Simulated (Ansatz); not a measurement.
# C: the cost of one run

Method: DFT LDA, scalar-relativistic, plane waves, PAW, in Ansatz 0.2.0.

A COD entry behind a cell of this session may itself be a prediction, so a difference from it is no test against experiment.

2 further runs of the same task are left out: 2 set aside as unsound or not needed. Runs told in other sessions of the task aren't counted.

### Step 1. The starting structure

It takes space group R-3m (No. 166, trigonal). Conventional cell: a = 2.491 Å, b = 2.491 Å, c = 30.762 Å, α = 90.00°, β = 90.00°, γ = 120.00°. C (site symmetry 3m) has 4 C at 1.53 Å in its first shell of neighbours. C (site symmetry 3m) has 4 C at 1.53 to 1.55 Å in its first shell of neighbours.

Coordinates:

```
CELL_PARAMETERS angstrom
1.24565 0.71917 10.25388
-1.24565 0.71917 10.25388
0.00000 -1.43835 10.25388
ATOMIC_POSITIONS crystal
C 0.02482 0.02482 0.02482
C 0.97518 0.97518 0.97518
C 0.10870 0.10870 0.10870
C 0.89130 0.89130 0.89130
C 0.15837 0.15837 0.15837
C 0.84163 0.84163 0.84163
C 0.37486 0.37486 0.37486
C 0.62514 0.62514 0.62514
C 0.42532 0.42532 0.42532
C 0.57468 0.57468 0.57468
```

It is the result of an earlier relaxation at this level (volume 5.51 Å³/atom; gap on the mesh: 4.54 eV).

### Step 2. Zero of energy

Reference values: F = -2429.8545 eV; pressure -0.01 GPa; largest force 0.002 eV/Å; gap on the mesh 4.54 eV. It was computed beforehand with the settings of the runs below.

### Step 3. Zone-centre phonons by finite displacements

Input file input.yaml:

```yaml
crystal:
  lattice:
    - [1.2456453758, 0.719173693, 10.2538776052]
    - [-1.2456453758, 0.719173693, 10.2538776052]
    - [0.0, -1.4383473861, 10.2538776052]
  atoms:
    - { symbol: C, position: [0.0248185525, 0.0248185525, 0.0248185525] }
    - { symbol: C, position: [0.9751814475, 0.9751814475, 0.9751814475] }
    - { symbol: C, position: [0.1086956498, 0.1086956498, 0.1086956498] }
    - { symbol: C, position: [0.8913043502, 0.8913043502, 0.8913043502] }
    - { symbol: C, position: [0.1583656632, 0.1583656632, 0.1583656632] }
    - { symbol: C, position: [0.8416343368, 0.8416343368, 0.8416343368] }
    - { symbol: C, position: [0.3748645769, 0.3748645769, 0.3748645769] }
    - { symbol: C, position: [0.6251354231, 0.6251354231, 0.6251354231] }
    - { symbol: C, position: [0.4253218689, 0.4253218689, 0.4253218689] }
    - { symbol: C, position: [0.5746781311, 0.5746781311, 0.5746781311] }
basis:
  ecutwfc: 420
kpoints:
  mp_grid: { grid: [12, 12, 12] }
hamiltonian:
  xc: lda
scf:
  occupations: { method: gaussian, width: 0.05 }
output:
  eigenvalues: true
phonons:
  method: fd
  supercell: [1, 1, 1]
  amplitude: 0.02
  eigenvectors: true
  dielectric: false
```

Command:

```console
$ ansatz run input.yaml --threads 2 --pin off --max-ram 5120MiB --backend cpu --events-out ev --progress --plain --runs-dir out
```

**Question.** How long does this run take on 2 threads of Intel Xeon at 2.50GHz (Skylake/Cascade Lake), shared host, and how much memory does it need?

About 10 min, with a peak of 1.1 GiB.
